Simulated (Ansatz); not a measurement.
# AsFH4Sn: the cost of one run

Program: Ansatz 0.2.0, Gaussian basis. Level of theory: the settings change from run to run. These are calculated values, not measurements.

### 1 The molecule

The geometry comes from an earlier relaxation with PBE0-D4 in a triple-zeta def2 set; it is a stationary point, not always the lowest conformer. Sn takes a core potential in def2 sets; no spin-orbit term is included.

SMILES `[F][SnH2][AsH2]`, 7 atoms, charge 0, spin multiplicity 1.

Atoms are counted from 1 here; the program's logs count them from 0.

Bond lengths: F1–Sn2 1.931 Å, Sn2–As3 2.592 Å, Sn2–H4 1.707 Å, Sn2–H5 1.706 Å, As3–H6 1.523 Å, As3–H7 1.526 Å. Angles: F1–Sn2–As3 104.0°, F1–Sn2–H4 104.4°, F1–Sn2–H5 103.6°, As3–Sn2–H4 113.0°, As3–Sn2–H5 117.0°, H4–Sn2–H5 113.1°, Sn2–As3–H6 91.1°, Sn2–As3–H7 89.7°, H6–As3–H7 91.5°.

### 2 RPA/ANO-RCC-VTZP

This run has multiplicity 3, correlated electrons set to all.

File in.yaml:

```yaml
crystal:
  periodic: [false, false, false]
  atoms:
    - {symbol: F, position_ang: [-2.369476, -0.090409, 0.350363]}
    - {symbol: Sn, position_ang: [-0.666129, -0.059670, -0.557664]}
    - {symbol: As, position_ang: [1.057335, -0.500453, 1.327047]}
    - {symbol: H, position_ang: [-0.762635, -1.337044, -1.685675]}
    - {symbol: H, position_ang: [-0.631783, 1.479959, -1.292542]}
    - {symbol: H, position_ang: [1.262676, 0.995153, 1.527506]}
    - {symbol: H, position_ang: [2.171212, -0.555635, 0.285165]}
basis:
  gaussian: {orbitals: ANO-RCC-VTZP}
magnetization: {spin_polarized: true, initial_magnetization: 2}
hamiltonian: {xc: {name: PBE0}}
correlation: {method: rpa, electrons: all}
```

On the command line:

```sh
$ ansatz run in.yaml --threads 2 --pin off --events-out ev --progress --plain --max-ram 4352MiB
```

**Question.** How long does this run take on 2 threads of Intel Xeon Platinum 8259CL at 2.50GHz, shared host, and how much memory does it need?

About 84 s, with a peak of 1.2 GiB.
